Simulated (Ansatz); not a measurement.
# TiH4Se4: one species, many methods

One table from this session's results is given with a row withheld; the runs are named, their logs left out.

Computed with Ansatz 0.2.0, Gaussian basis. Level: functionals in def2-TZVPP, the program's frozen cores in correlated methods.

Plan: LDA (SPW92), PBE-D4, revPBE-D4, BLYP-D4, r2SCAN-D4, B97M-V, PBE0-D4, B3LYP-D4, r2SCANh-D4, r2SCAN0-D4, HSE06-D4, BHLYP-D4, CAM-B3LYP-D4, LC-ωPBE, ωB97X-V, ωB97M-V, B2PLYP, PBE-QIDH; CCSD(T)/def2-SVP; CCSD(T)/def2-TZVPP; MP2/def2-QZVPP; extrapolation to the limit; RPA on PBE.

## The geometry

The geometry comes from an earlier relaxation with PBE0-D4 in a triple-zeta def2 set; it is a stationary point, not always the lowest conformer.

SMILES `[SeH][Ti]([SeH])([SeH])[SeH]`, 9 atoms, charge 0, spin multiplicity 1.

Atoms are counted from 1 here; the program's logs count them from 0.

Bond lengths: Se1–Ti2 2.397 Å, Se1–H6 1.473 Å, Ti2–Se3 2.397 Å, Ti2–Se4 2.406 Å, Ti2–Se5 2.406 Å, Se3–H7 1.473 Å, Se4–H8 1.476 Å, Se5–H9 1.476 Å. Angles: Ti2–Se1–H6 89.7°, Se1–Ti2–Se3 105.2°, Se1–Ti2–Se4 106.8°, Se1–Ti2–Se5 113.7°, Se3–Ti2–Se4 113.8°, Se3–Ti2–Se5 106.6°, Se4–Ti2–Se5 110.8°, Ti2–Se3–H7 89.7°, Ti2–Se4–H8 88.0°, Ti2–Se5–H9 88.1°.

The first run:

The input, in.yaml:

```yaml
crystal:
  periodic: [false, false, false]
  atoms:
    - {symbol: Se, position_ang: [-0.490577, 1.351396, -2.191050]}
    - {symbol: Ti, position_ang: [0.200078, 0.093636, -0.270568]}
    - {symbol: Se, position_ang: [2.544246, -0.296127, -0.586101]}
    - {symbol: Se, position_ang: [-1.124405, -1.914921, -0.243008]}
    - {symbol: Se, position_ang: [-0.024125, 1.293187, 1.802956]}
    - {symbol: H, position_ang: [-1.330005, 2.196891, -1.324704]}
    - {symbol: H, position_ang: [2.386689, -1.651973, -0.031755]}
    - {symbol: H, position_ang: [-0.593211, -2.185185, 1.107211]}
    - {symbol: H, position_ang: [-1.480190, 1.066898, 1.720022]}
basis:
  gaussian: {orbitals: def2-TZVPP}
hamiltonian: {xc: lda}
output: {orbitals: {seedname: orbitals}}
```

The run is started by

```bash
ansatz run in.yaml --threads 2 --pin off --events-out ev --progress --plain --max-ram 32768MiB --backend cuda --devices 0, --max-vram 18GiB
```

Steps of the session up to this table: LDA; PBE-D4 (GGA); revPBE-D4 (GGA); BLYP-D4 (GGA); r2SCAN-D4 (meta-GGA); B97M-V (meta-GGA); PBE0-D4 (hybrid); B3LYP-D4 (hybrid); r2SCANh-D4 (hybrid); r2SCAN0-D4 (hybrid); HSE06-D4 (hybrid); BHLYP-D4 (hybrid); CAM-B3LYP-D4 (range-separated); LC-ωPBE (range-separated); ωB97X-V (range-separated); ωB97M-V (range-separated); B2PLYP (double hybrid); PBE-QIDH (double hybrid).

One of the session's tables, all rows but one given; the rest of the session is left out.

It belongs to the step «Frontier levels by functional». 

| functional | HOMO (eV) | LUMO (eV) | gap (eV) |
| --- | --- | --- | --- |
| LDA (SPW92) | -6.47 | -4.18 | 2.29 |
| PBE-D4 | -6.30 | -3.95 | 2.35 |
| revPBE-D4 | -6.24 | -3.87 | 2.37 |
| BLYP-D4 | -6.11 | -3.79 | 2.32 |
| r2SCAN-D4 | -6.60 | -3.92 | 2.68 |
| B97M-V | ? | ? | ? |
| PBE0-D4 | -7.39 | -3.07 | 4.32 |
| B3LYP-D4 | -7.14 | -3.26 | 3.88 |
| r2SCANh-D4 | -6.99 | -3.57 | 3.42 |
| r2SCAN0-D4 | -7.59 | -3.04 | 4.55 |
| HSE06-D4 | -7.00 | -3.45 | 3.55 |
| BHLYP-D4 | -8.31 | -2.00 | 6.31 |
| CAM-B3LYP-D4 | -8.60 | -2.03 | 6.57 |
| LC-ωPBE | -9.94 | -1.09 | 8.85 |
| ωB97X-V | -9.60 | -1.06 | 8.54 |
| ωB97M-V | -9.47 | -1.05 | 8.42 |

Estimate the missing values for B97M-V.

**Answer.** HOMO (eV): -6.60; LUMO (eV): -3.88; gap (eV): 2.72.
